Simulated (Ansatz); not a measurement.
What does this script print? It uses the Python package of Ansatz (0.2.0).

The script, `methods_ash4nsi.py`:
```python
'''AsH4NSi at several levels of theory.'''

from pathlib import Path

import ansatz as az
import numpy as np


def main() -> None:
    ash4nsi = (
        az.Crystal.molecule()
        .atom('N', (-0.7313, -0.7937, 0.0765))
        .atom('Si', (-0.0586, 0.875, -0.0148))
        .atom('As', (0.9943, -1.1115, -0.4695))
        .atom('H', (-1.2894, -0.8451, -0.7983))
        .atom('H', (-0.5366, 1.6145, -1.2047))
        .atom('H', (0.1738, 1.4469, 1.3277))
        .atom('H', (1.5091, -1.2541, 1.0374))
    )

    job = ash4nsi.calculation().basis(gaussian='def2-SVP')

    print('functional    E (Ha)        dipole (D)   HOMO (eV)  LUMO (eV)')
    for name in ['lc_wpbe', 'r2scan', 'hf', 'pbe', 'cam_b3lyp', 'revpbe']:
        r = job.functional(name).forces().orbitals().run(runs_dir='runs').report
        lines = Path(r['orbitals_path']).read_text().splitlines()
        field_of = lambda key: [line.split('=')[1].strip() for line in lines if line.startswith(key)]
        orbitals = [(27.211386 * float(e), s, float(n)) for e, s, n in zip(field_of('Ene='), field_of('Spin='), field_of('Occup='))]
        homo = max(e for e, _, n in orbitals if n > 0.5)
        lumo = min(e for e, _, n in orbitals if n < 0.5)
        dipole = 4.803205 * np.linalg.norm(r['charge_distribution']['dipole_moment_e_ang'])
        print(f'{name:10s} {r["free_energy_ev"] / 27.211386246:14.6f} {dipole:9.3f} {homo:11.3f} {lumo:10.3f}')


if __name__ == '__main__':
    main()
```

Running `python methods_ash4nsi.py` prints:
```text
functional    E (Ha)        dipole (D)   HOMO (eV)  LUMO (eV)
lc_wpbe      -2581.642052     1.938      -8.902      1.523
r2scan       -2582.018302     1.713      -5.606     -1.213
hf           -2579.446771     2.274      -8.713      2.634
pbe          -2581.525872     1.578      -5.326     -1.327
cam_b3lyp    -2582.170307     1.873      -7.582      0.520
revpbe       -2581.826849     1.583      -5.293     -1.263
```

Reading the output:
- Total energies depend on the basis set; only differences at equal settings carry meaning.
- The geometry is a force-field or estimated start, not a minimum of this method, and the basis set is short of its limit. A lower total doesn't mark the better method: functionals have no common bound, and MP2 and coupled cluster aren't variational.
- Levels such as HOMO and LUMO are orbital energies: with these approximate functionals they aren't the ionisation energy and electron affinity, and their gap isn't the fundamental gap.
- Timing: 8.7 s on 1 thread of Intel(R) Xeon(R) 6975P-C (Granite Rapids) (shared host), peak memory 0.27 GiB.
